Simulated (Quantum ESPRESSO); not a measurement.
## TiSi2 under changes of volume

One of the cells (13.981 Å³/atom); the others are scaled copies at fixed shape and fractional positions:

```
CELL_PARAMETERS angstrom
0.00000 4.11752 4.26290
2.38951 0.00000 4.26290
2.38951 4.11752 0.00000
ATOMIC_POSITIONS crystal
Ti 0.75000 0.75000 0.75000
Ti 0.50000 0.50000 0.50000
Si 0.41257 0.08743 0.41257
Si 0.08743 0.41257 0.08743
Si 0.16257 0.83743 0.16257
Si 0.83743 0.16257 0.83743
```

The cell is a database's computed one.

| Item | Value |
| --- | --- |
| Program | Quantum ESPRESSO 7.5 |
| Functional | LDA |
| Potentials or basis | GBRV 1.5 LDA |
| Cutoff | 612 eV |
| Density cutoff | 4898 eV |
| k mesh | 7 × 7 × 7 |
| Occupations | fermi-dirac, width 0.05 eV |
| Spin | no spin polarisation |

| volume (Å³/atom) | energy over the lowest point (meV/atom) | pressure (GPa) | largest force (eV/Å) |
| --- | --- | --- | --- |
| 13.142 | 5.10 | 4.8 | 0.102 |
| 13.421 | 0.00 | 1.1 | 0.088 |
| 13.701 | 0.93 | -2.1 | 0.074 |
| 13.981 | ? | ? | ? |
| 14.260 | 18.47 | -7.7 | 0.052 |
| 14.540 | 34.00 | -10.0 | 0.042 |
| 14.820 | 53.43 | -12.2 | 0.034 |

Question: What does the run at 13.981 Å³/atom give?

Answer: Energy over the lowest point 7.28 meV/atom; pressure -5.1 GPa; largest force 0.063 eV/Å.

Worked out: A Birch-Murnaghan fit of order 3 (a polynomial in V^(-2/3)) to the other rows has its minimum at 13.51 Å³/atom with B0 = V·E''(V) = 161 GPa and B' = 4.4 at fixed shape and positions, which overstates the stiffness. It gives 7.30 meV/atom at 13.981 Å³/atom, against the run's 7.28, and -dE/dV = -5.1 GPa, against -5.1.

Energies are extrapolated to zero smearing.
